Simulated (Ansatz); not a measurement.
# C6H12O2: the cost of one run

Computed with Ansatz 0.2.0, Gaussian basis. Level: the settings change from run to run.

## Step 1: The geometry

An earlier PBE0-D4 in a triple-zeta def2 set relaxation fixed the geometry.

SMILES `CCCCOC(C)=O`, 20 atoms, charge 0, spin multiplicity 1.

Atoms are counted from 1 here; the program's logs count them from 0.

Bond lengths: C1–C2 1.519 Å, C1–H9 1.093 Å, C1–H10 1.092 Å, C1–H11 1.093 Å, C2–C3 1.520 Å, C2–H12 1.096 Å, C2–H13 1.096 Å, C3–C4 1.512 Å, C3–H14 1.094 Å, C3–H15 1.096 Å, C4–O5 1.432 Å, C4–H16 1.092 Å, C4–H17 1.092 Å, O5–C6 1.341 Å, C6–C7 1.498 Å, C6–O8 1.202 Å, C7–H18 1.092 Å, C7–H19 1.091 Å and more. Angles: C2–C1–H9 111.0°, C2–C1–H10 111.5°, C2–C1–H11 111.1°, H9–C1–H10 107.7°, H9–C1–H11 107.6°, H10–C1–H11 107.7°, C1–C2–C3 112.6°, C1–C2–H12 109.6°, C1–C2–H13 109.6°, C3–C2–H12 109.5°, C3–C2–H13 109.2°, H12–C2–H13 106.1°, C2–C3–C4 111.8°, C2–C3–H14 109.8°, C2–C3–H15 109.9°, C4–C3–H14 108.9°, C4–C3–H15 109.1°, H14–C3–H15 107.2° and more.

As a file:

```
atom    x (Å)    y (Å)    z (Å)
  C1  -1.4750  -1.4062  -2.5348
  C2  -0.7699  -0.1603  -2.0275
  C3  -0.1111  -0.3709  -0.6738
  C4   0.5896   0.8779  -0.1893
  O5   1.2626   0.6608   1.0554
  C6   0.5226   0.7945   2.1652
  C7   1.3421   0.5206   3.3890
  O8  -0.6410   1.0953   2.1632
  H9  -2.2573  -1.7242  -1.8405
 H10  -1.9424  -1.2338  -3.5067
 H11  -0.7739  -2.2381  -2.6451
 H12  -0.0143   0.1566  -2.7560
 H13  -1.4881   0.6640  -1.9552
 H14  -0.8651  -0.6631   0.0634
 H15   0.6159  -1.1882  -0.7351
 H16   1.3764   1.1798  -0.8832
 H17  -0.1199   1.6998  -0.0726
 H18   1.7115  -0.5064   3.3621
 H19   2.2127   1.1784   3.4112
 H20   0.7332   0.6728   4.2765
```

## Step 2: PBE0-DH/def2-SVPD

This run has a grid of angular degree 23, relativity set to scalar, high accuracy.

in.yaml

```yaml
crystal:
  periodic: [false, false, false]
  atoms:
    - {symbol: C, position_ang: [-1.474951, -1.406174, -2.534784]}
    - {symbol: C, position_ang: [-0.769900, -0.160332, -2.027532]}
    - {symbol: C, position_ang: [-0.111133, -0.370930, -0.673766]}
    - {symbol: C, position_ang: [0.589554, 0.877879, -0.189328]}
    - {symbol: O, position_ang: [1.262559, 0.660829, 1.055443]}
    - {symbol: C, position_ang: [0.522603, 0.794478, 2.165243]}
    - {symbol: C, position_ang: [1.342100, 0.520638, 3.389035]}
    - {symbol: O, position_ang: [-0.641041, 1.095332, 2.163249]}
    - {symbol: H, position_ang: [-2.257278, -1.724179, -1.840459]}
    - {symbol: H, position_ang: [-1.942374, -1.233792, -3.506701]}
    - {symbol: H, position_ang: [-0.773914, -2.238106, -2.645134]}
    - {symbol: H, position_ang: [-0.014328, 0.156638, -2.756022]}
    - {symbol: H, position_ang: [-1.488144, 0.664037, -1.955173]}
    - {symbol: H, position_ang: [-0.865124, -0.663065, 0.063350]}
    - {symbol: H, position_ang: [0.615935, -1.188154, -0.735070]}
    - {symbol: H, position_ang: [1.376441, 1.179781, -0.883155]}
    - {symbol: H, position_ang: [-0.119938, 1.699807, -0.072561]}
    - {symbol: H, position_ang: [1.711475, -0.506432, 3.362116]}
    - {symbol: H, position_ang: [2.212685, 1.178351, 3.411181]}
    - {symbol: H, position_ang: [0.733171, 0.672793, 4.276465]}
basis:
  gaussian: {orbitals: def2-SVPD, final_grid: {core_spheres: 8, valence_spheres: 7, degree: 23}}
hamiltonian: {xc: {name: PBE0-DH}, pseudopotentials: {relativity: scalar}}
accuracy: high
output: {forces: true}
```

Run with:

```bash
$ ansatz run in.yaml --threads 2 --pin off --events-out ev --progress --plain --max-ram 32768MiB --backend cpu
```

What time and memory should one allow on 2 threads of AMD EPYC 7R13, shared host?

About 1.7 min, with a peak of 2.6 GiB.
